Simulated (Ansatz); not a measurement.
# Ga2AsN: the cost of one run

Method: DFT PBE, scalar-relativistic, plane waves, PAW, in Ansatz 0.2.0.

1 further run of the same task is left out (it didn't finish).

## 1. The system as given

Symmetry: P4/mmm, No. 123, tetragonal system. Conventional cell: a = 3.693 Å, b = 3.693 Å, c = 5.223 Å, α = 90.00°, β = 90.00°, γ = 90.00°. Ga (site symmetry 4/mmm) is surrounded by 2 As at 2.61 Å and 4 N at 2.61 Å. Ga (site symmetry 4/mmm) has 2 N at 2.61 Å and 4 As at 2.61 Å as nearest neighbours. As (site symmetry 4/mmm) has 6 Ga at 2.61 Å as nearest neighbours. N (site symmetry 4/mmm) has 6 Ga at 2.61 Å as nearest neighbours.

Coordinates:

```cif
data_structure
_symmetry_space_group_name_H-M 'P 1'
_symmetry_Int_Tables_number 1
_cell_length_a 3.6934
_cell_length_b 3.6934
_cell_length_c 5.2233
_cell_angle_alpha 90.000
_cell_angle_beta 90.000
_cell_angle_gamma 90.000
_cell_volume 71.25
loop_
_atom_site_label
_atom_site_type_symbol
_atom_site_fract_x
_atom_site_fract_y
_atom_site_fract_z
_atom_site_occupancy
Ga1 Ga 0.00000 0.00000 0.50000 1
Ga2 Ga 0.50000 0.50000 0.00000 1
As1 As 0.00000 0.00000 0.00000 1
N1 N 0.50000 0.50000 0.50000 1
```

The start is an ordering of an alloy on its end members' structure types: elements ordered on the sites of the GaN type, As/N on N (P4/mmm, No. 123).

## 2. Probe: one point on a coarse mesh

Input file input.yaml:

```yaml
crystal:
  lattice:
    - [3.6934368, 0.0, 0.0]
    - [0.0, 3.6934368, 0.0]
    - [0.0, 0.0, 5.22330841]
  atoms:
    - { symbol: Ga, position: [0.0, 0.0, 0.5] }
    - { symbol: Ga, position: [0.5, 0.5, 0.0] }
    - { symbol: As, position: [0.0, 0.0, 0.0] }
    - { symbol: "N", position: [0.5, 0.5, 0.5] }
basis:
  ecutwfc: 420
kpoints:
  mp_grid: { grid: [6, 6, 4] }
hamiltonian:
  xc: pbe
scf:
  occupations: { method: gaussian, width: 0.1 }
  lower_state_search: "off"
output:
  forces: true
  stress: true
  eigenvalues: true
```

The run is started by

```console
$ ansatz run input.yaml --threads 1 --pin off --max-ram 2560MiB --backend cpu --events-out ev --progress --plain --runs-dir out
```

Q: Estimate wall time and peak memory on 1 thread of Intel Xeon 6975P-C (Granite Rapids), shared host.

About 1.9 s, with a peak of 0.39 GiB.
